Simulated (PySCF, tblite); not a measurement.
**C6H7BO2S: geometry, infrared bands and NMR shifts**

What infrared bands and NMR shifts should C6H7BO2S (`C=C(B(O)O)c1cccs1`) show?

Computed with tblite 0.8.0 and PySCF 2.14.0, with density-fitted response routines of our own, on a single molecule in the gas phase. Atoms count from 0, in the outputs and in this text.

## Step 1: The molecule as given

17 atoms, charge 0, multiplicity 1; geometry from: force field or distance geometry start.

Bonds of the start (Å): C0–C1 1.33, C1–B2 1.58, B2–O3 1.45, B2–O4 1.47, C1–C5 1.46, C5–C6 1.36, C6–C7 1.33, C7–C8 1.36, C8–S9 1.82, S9–C5 1.75, C0–H10 1.08, C0–H11 1.10, O3–H12 0.99, O4–H13 1.00, C6–H14 1.13, C7–H15 1.14, C8–H16 1.08.

## Step 2: Geometry optimisation with GFN2-xTB

Job settings and geometry (Å):

```
{"job": {"kind": "relax", "xc": "GFN2-xTB", "basis": "xTB"}, "charge": 0, "multiplicity": 1}
C      1.604600    -0.836400    -1.472500
C      0.984800    -0.326400    -0.407800
B      1.816200     0.036200     0.880200
O      1.212600    -0.098700     2.193700
O      3.282900    -0.056600     0.855800
C     -0.459600    -0.158000    -0.502200
C     -1.296500     0.335000     0.445200
C     -2.602400     0.436600     0.211700
C     -3.123300     0.047300    -0.980500
S     -1.590500    -0.490700    -1.790400
H      2.674300    -1.000300    -1.488400
H      0.992000    -1.087300    -2.349900
H      1.240400     0.776400     2.647900
H      3.590400     0.851900     0.586900
H     -0.866300     0.658400     1.442500
H     -3.311400     0.840400     1.010000
H     -4.155000     0.084200    -1.292300
```

Launch:

```
> OMP_NUM_THREADS=1 python probes_run.py task.json out
```

The driver reads the jobs from task.json and runs them one after another.

**Question.** This job is followed by: GFN2-xTB harmonic vibrations, gas phase; GIAO PBE0/pcSseg-1 NMR shielding, non-relativistic, gas phase. What will the session give for the following? strongest single infrared mode (GFN2-xTB); zero-point energy (GFN2-xTB); 13C shifts against TMS (PBE0/pcSseg-1); 1H shifts against TMS (PBE0/pcSseg-1, means over atoms taken as alike); 11B shifts against BF3·OEt2 (PBE0/pcSseg-1); 17O shifts against H2O (PBE0/pcSseg-1, means over atoms taken as alike); 33S shifts against CS2 (PBE0/pcSseg-1).

As calculated:

| quantity | value |
| --- | --- |
| strongest single infrared mode (GFN2-xTB) | 1300 cm⁻¹, 313 km/mol |
| zero-point energy (GFN2-xTB) | 75.3 kcal/mol |
| 13C shifts against TMS (PBE0/pcSseg-1) | 155.3, 145.8, 135.7, 133.3, 131.9, 126.0 ppm |
| 1H shifts against TMS (PBE0/pcSseg-1, means over atoms taken as alike) | 8.05, 7.07, 7.07, 6.52, 5.36, 4.54 ppm |
| 11B shifts against BF3·OEt2 (PBE0/pcSseg-1) | 25.0 ppm |
| 17O shifts against H2O (PBE0/pcSseg-1, means over atoms taken as alike) | 117.2 ppm |
| 33S shifts against CS2 (PBE0/pcSseg-1) | 208 ppm |

What this shows: Relaxing lowered the energy by 2.341 eV in 47 steps; the close pair that moved most is B2–O4, from 1.470 to 1.360 Å. All 45 modes are real, so the xTB geometry is a minimum. The strongest single mode, at 1300 cm⁻¹, moves mainly B2. Unscaled tight-binding wavenumbers are off by several per cent, some by more. Its intensities can rank the bands wrongly. At PBE0/pcSseg-1: The widest tensor belongs to S9: span 258 ppm, with a paramagnetic part of -763 ppm. NICS(1)zz of -22 ppm above the planar ring from C5 marks a diatropic (aromatic) ring current.
